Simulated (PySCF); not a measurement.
# Cl4Ta (TaCl4): the cost of one run

Computed with PySCF 2.14.0 and routines of our own; the level stands in each step. Atoms count from 0.

## (1) The starting structure

5 atoms, charge 0, states of the metal's open shell are computed; geometry from: model geometry, bond lengths from ionic radii.

## (2) Ligand-field states: state-averaged CASSCF

The job: settings as JSON, then the geometry in Å.

```
{"job": {"kind": "lf", "basis": {"metal": "x2c-TZVPall", "ligand": "x2c-SVPall"}, "nevpt": true}, "charge": 0, "metal": "Ta", "open_shell": "d1"}
Ta     0.000000     0.000000     0.000000
Cl     1.310585     1.310585     1.310585
Cl    -1.310585    -1.310585     1.310585
Cl    -1.310585     1.310585    -1.310585
Cl     1.310585    -1.310585    -1.310585
```

Level: state-averaged CASSCF of the metal d shell, SC-NEVPT2 on the averaged canonical orbitals, state-interaction spin-orbit coupling.

Command:

```console
$ OMP_NUM_THREADS=1 python lf_run.py task.json out
```

One launch serves the whole session: the jobs run in the order shown.

**Question.** How long does this first job take on 1 thread of Arm Neoverse N1, shared host, and how much memory does it need?

About 29 s, with a peak of 0.42 GiB.
